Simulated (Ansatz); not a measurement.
Predict the output of the script below (the Python package of Ansatz (0.2.0)).

`scan_ch5als2.py`
```python
'''Potential curve of CH5AlS2 along one bond.'''

import warnings

import ansatz
import numpy as np

warnings.simplefilter('ignore', ansatz.DeckWarning)

geometry_ang = [
    ('C', [-0.2831, 0.7201, -1.2527]),
    ('Al', [0.4707, -0.8336, -0.3908]),
    ('S', [1.5553, -0.5945, 1.5556]),
    ('S', [-0.1256, -0.8313, 2.6932]),
    ('H', [-0.8427, 0.4486, -2.2157]),
    ('H', [-1.0652, 1.2464, -0.5759]),
    ('H', [0.4936, 1.4989, -1.5008]),
    ('H', [0.343, -2.2587, -1.0538]),
    ('H', [-0.4575, 0.5578, 2.7238]),
]
system = ansatz.Crystal.molecule()
for symbol, xyz in geometry_ang:
    system = system.atom(symbol, xyz)

symbols = [site.symbol for site in system.cartesian_sites]
start = np.array([site.position_ang for site in system.cartesian_sites])
axis = (start[0] - start[1]) / np.linalg.norm(start[0] - start[1])
moving = [0, 4, 5, 6]
lengths, energies = [1.64, 1.78, 1.93, 2.12, 2.41, 2.9, 3.47, 4.25], []
for length in lengths:
    xyz = start.copy()
    xyz[moving] += (length - np.linalg.norm(start[0] - start[1])) * axis
    point = ansatz.Crystal.molecule()
    for symbol, place in zip(symbols, xyz):
        point = point.atom(symbol, place.tolist())
    calculation = point.calculation()
    calculation = calculation.basis(gaussian='def2-SVP')
    calculation = calculation.functional('r2scan')
    r = calculation.run(threads=1, pin='off').report
    energies.append(r['free_energy_ev'])
    print(f'r = {length:6.3f} A  E = {energies[-1]:.5f} eV  <S^2> = {abs(r["mean_field"]["state"]["spin_squared"]):.3f}')

print('energy above the lowest point (eV):', [round(e - min(energies), 3) for e in energies])
```

```console
$ python scan_ch5als2.py
r =  1.640 A  E = -29373.23946 eV  <S^2> = 0.000
r =  1.780 A  E = -29374.12306 eV  <S^2> = 0.000
r =  1.930 A  E = -29374.39503 eV  <S^2> = 0.000
r =  2.120 A  E = -29374.22127 eV  <S^2> = 0.000
r =  2.410 A  E = -29373.50805 eV  <S^2> = 0.000
r =  2.900 A  E = -29372.14126 eV  <S^2> = 0.000
r =  3.470 A  E = -29370.90850 eV  <S^2> = 0.000
r =  4.250 A  E = -29369.89117 eV  <S^2> = 0.000
energy above the lowest point (eV): [1.156, 0.272, 0.0, 0.174, 0.887, 2.254, 3.487, 4.504]
```

Notes:
- Total energies depend on the basis set; only differences at equal settings carry meaning.
- The rest of the molecule is held rigid at a force-field or estimated start geometry, and the basis set is modest; single-reference methods fail as a bond breaks.
- The orbitals are restricted, so S² is zero by construction.
- Toward dissociation an unrestricted state can lie under the restricted one, by tenths of an eV for polar bonds under a functional and by 1 to 2 eV or more for others.
- Run time: 46 s on 1 thread of Arm Neoverse V2 (shared host), peak memory 0.22 GiB.
